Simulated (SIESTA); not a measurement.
MgGe2:

```xyz
6
Lattice="5.5215 -1.8498 0.0000 5.5215 1.8498 0.0000 -3.2176 0.0000 6.0078" Properties=species:S:1:pos:R:3 pbc="T T T"
Ge    4.8996    0.0000    1.7640
Ge    2.9258    0.0000    4.2438
Ge    6.5513    0.0000    5.9203
Ge    1.2740    0.0000    0.0875
Mg    7.8794    0.0000    2.0982
Mg   -0.0541    0.0000    3.9095
```

The cell comes from a database or a generator and needn't be the stable form of this composition.

- Program: SIESTA 5.4.2
- Task: single point
- Functional: PBEsol
- Potentials or basis: PseudoDojo 0.4 standard (PBEsol files)
- Basis: DZP (energy shift 0.003 Ry; two zetas on semicore shells)
- Grid cutoff: 800 Ry
- Energy shift: 0.003 Ry
- k mesh: 8 × 8 × 5
- Occupations: fermi-dirac, width 0.05 eV
- Spin: no spin polarisation

On this cell: pressure -1.3 GPa; largest force 0.170 eV/Å; band gap on the k mesh none (metal or under the smearing width).

The same run follows on a disturbed copy (atoms moved at random, drawn with an rms of 0.05 Å):

```
Ge Mg
1.0
     5.52149   -1.84985    0.00000
     5.52149    1.84985    0.00000
    -3.21762    0.00000    6.00777
Ge Mg
4 2
Direct
  0.53394 0.52977 0.29943
  0.46608 0.47817 0.70364
  0.88063 0.87714 0.98763
  0.11916 0.12319 0.02039
  0.80909 0.81709 0.35203
  0.17874 0.18413 0.65293
```

Problem. What does the disturbed cell give?

Solution. The energy (extrapolated to zero smearing) moves by +1.6 meV/atom; pressure -1.5 GPa; largest force 0.312 eV/Å; band gap on the k mesh none (metal or under the smearing width).

Forces on the atoms (eV/Å):
```
Ge  -0.255  0.037 -0.177
Ge   0.075 -0.045  0.142
Ge   0.039  0.005  0.115
Ge  -0.061  0.028 -0.157
Mg   0.038 -0.002  0.029
Mg   0.164 -0.024  0.047
```

Stress tensor (GPa, compression positive):
```
-1.58  0.05  0.12
 0.05 -0.82  0.09
 0.12  0.09 -2.05
```

Caveats: the basis of atomic orbitals isn't converged, which shifts pressures, moduli and gaps.
